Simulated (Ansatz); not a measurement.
**ClFGeH₄Si: basis-set convergence**

An exercise on one series of results from a longer session: the logs are not shown, and one member is left open.

Method: one geometry, several basis sets; program: Ansatz 0.2.0, Gaussian basis.

The runs, in order: PBE0-D4/def2-SVP; ωB97M-V/def2-SVP; PBE0-D4/def2-QZVPP; ωB97M-V/def2-QZVPP; the functionals' def2-TZVPP values are taken from earlier runs.

## Structure used throughout

All runs share one geometry, relaxed beforehand with PBE0-D4 in a triple-zeta def2 set.

SMILES `F[SiH](Cl)[GeH3]`, 8 atoms, charge 0, spin multiplicity 1.

Atoms are counted from 1 here; the program's logs count them from 0.

Bond lengths: F1–Si2 1.596 Å, Si2–Cl3 2.047 Å, Si2–Ge4 2.376 Å, Si2–H5 1.481 Å, Ge4–H6 1.536 Å, Ge4–H7 1.534 Å, Ge4–H8 1.536 Å. Angles: F1–Si2–Cl3 107.9°, F1–Si2–Ge4 109.6°, F1–Si2–H5 107.3°, Cl3–Si2–Ge4 109.5°, Cl3–Si2–H5 107.4°, Ge4–Si2–H5 115.0°, Si2–Ge4–H6 110.2°, Si2–Ge4–H7 109.6°, Si2–Ge4–H8 108.9°, H6–Ge4–H7 109.6°, H6–Ge4–H8 109.1°, H7–Ge4–H8 109.4°.

Set-up of the first run:

Contents of in.yaml:

```yaml
crystal:
  periodic: [false, false, false]
  atoms:
    - {symbol: F, position_ang: [1.700789, -1.264156, 0.840769]}
    - {symbol: Si, position_ang: [1.135876, 0.096053, 0.225353]}
    - {symbol: Cl, position_ang: [2.061199, 0.403649, -1.574614]}
    - {symbol: Ge, position_ang: [-1.208672, -0.095690, -0.111703]}
    - {symbol: H, position_ang: [1.551528, 1.193182, 1.128771]}
    - {symbol: H, position_ang: [-1.915628, -0.372457, 1.223805]}
    - {symbol: H, position_ang: [-1.496448, -1.240315, -1.091947]}
    - {symbol: H, position_ang: [-1.736344, 1.222635, -0.696133]}
basis:
  gaussian: {orbitals: def2-SVP}
hamiltonian: {xc: pbe0, dispersion: d4}
output: {orbitals: {seedname: orbitals}}
```

The run is started by

```console
ansatz run in.yaml --threads 4 --pin off --events-out ev --progress --plain --max-ram 10444MiB
```

Steps of the session up to this table: PBE0-D4 in def2-SVP; ωB97M-V in def2-SVP; PBE0-D4 in def2-QZVPP; ωB97M-V in def2-QZVPP.

One table of the session follows, with a row left open; its other results are not shown here.

```
functional       basis  HOMO (eV)  LUMO (eV)
   PBE0-D4    def2-SVP      -8.28      -0.16
   PBE0-D4  def2-TZVPP      -8.34      -0.43
   PBE0-D4  def2-QZVPP          ?          ?
   ωB97M-V    def2-SVP     -10.28       1.76
   ωB97M-V  def2-TZVPP     -10.38       1.40
   ωB97M-V  def2-QZVPP     -10.40       1.16
```

Estimate the missing values for PBE0-D4, def2-QZVPP.

**Answer.** HOMO (eV): -8.35; LUMO (eV): -0.52. In the column «HOMO (eV)» it lies between ωB97M-V, def2-SVP (-10.28) and PBE0-D4, def2-TZVPP (-8.34).
